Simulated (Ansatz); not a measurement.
# Cl2GeH3SSi radical: one species, many methods

An exercise on one series of results from a longer session: the logs are not shown, and one member is left open.

Program: Ansatz 0.2.0, Gaussian basis. Level of theory: functionals in def2-TZVPP, the program's frozen cores in correlated methods. These are calculated values, not measurements.

Plan: PBE-D4, r2SCAN-D4, PBE0-D4, B3LYP-D4, ωB97X-V, ωB97M-V, B2PLYP; CCSD(T)/def2-TZVPP; MP2/def2-QZVPP; extrapolation to the limit.

## The relaxed structure

An earlier PBE0-D4 in a triple-zeta def2 set relaxation fixed the geometry.

SMILES `Cl[SiH][S][GeH2][Cl]`, 8 atoms, charge 0, spin multiplicity 2.

Atoms are counted from 1 here; the program's logs count them from 0.

Bond lengths: Cl1–Si2 2.058 Å, Si2–S3 2.124 Å, Si2–H6 1.489 Å, S3–Ge4 2.221 Å, Ge4–Cl5 2.146 Å, Ge4–H7 1.530 Å, Ge4–H8 1.532 Å. Angles: Cl1–Si2–S3 112.9°, Cl1–Si2–H6 108.4°, S3–Si2–H6 105.7°, Si2–S3–Ge4 98.8°, S3–Ge4–Cl5 109.6°, S3–Ge4–H7 107.2°, S3–Ge4–H8 110.2°, Cl5–Ge4–H7 107.2°, Cl5–Ge4–H8 107.8°, H7–Ge4–H8 114.9°.

The first run:

in.yaml

```yaml
crystal:
  periodic: [false, false, false]
  atoms:
    - {symbol: Cl, position_ang: [-2.360151, -0.886508, 0.479663]}
    - {symbol: Si, position_ang: [-0.627044, -1.779506, -0.178084]}
    - {symbol: S, position_ang: [1.124328, -0.807018, 0.528276]}
    - {symbol: Ge, position_ang: [0.742739, 1.219079, -0.298260]}
    - {symbol: Cl, position_ang: [-0.216463, 2.433817, 1.188496]}
    - {symbol: H, position_ang: [-0.571665, -3.161128, 0.373864]}
    - {symbol: H, position_ang: [2.104823, 1.852369, -0.589321]}
    - {symbol: H, position_ang: [-0.196578, 1.128905, -1.504635]}
basis:
  gaussian: {orbitals: def2-TZVPP}
magnetization: {spin_polarized: true, initial_magnetization: 1}
hamiltonian: {xc: pbe, dispersion: d4}
output: {forces: true, orbitals: {seedname: orbitals}}
```

Launch:

```console
$ ansatz run in.yaml --threads 2 --pin off --events-out ev --progress --plain --max-ram 22528MiB --backend cpu
```

Steps of the session up to this table: PBE-D4 (GGA); r2SCAN-D4 (meta-GGA); PBE0-D4 (hybrid); B3LYP-D4 (hybrid); ωB97X-V (range-separated); ωB97M-V (range-separated); B2PLYP (double hybrid); CCSD(T) in def2-TZVPP; MP2 in def2-QZVPP.

One of the session's tables, all rows but one given; the rest of the session is left out.

It belongs to the step «Atomisation energies». 

| method | atomisation energy (kJ/mol) |
| --- | --- |
| PBE-D4 | 2268.3 |
| r2SCAN-D4 | 2277.8 |
| PBE0-D4 | 2244.9 |
| B3LYP-D4 | 2210.7 |
| ωB97X-V | 2266.2 |
| ωB97M-V | ? |
| B2PLYP | 2181.2 |
| HF/def2-TZVPP | 1612.4 |
| MP2/def2-TZVPP | 2218.4 |
| CCSD/def2-TZVPP | 2123.2 |
| CCSD(T)/def2-TZVPP | 2170.4 |
| MP2/CBS | 2291.4 |
| CCSD(T)/CBS | 2243.4 |

Estimate the missing values for ωB97M-V.

The run gave: atomisation energy (kJ/mol): 2241.7. In the column «atomisation energy (kJ/mol)» it lies between MP2/def2-TZVPP (2218.4) and CCSD(T)/CBS (2243.4).
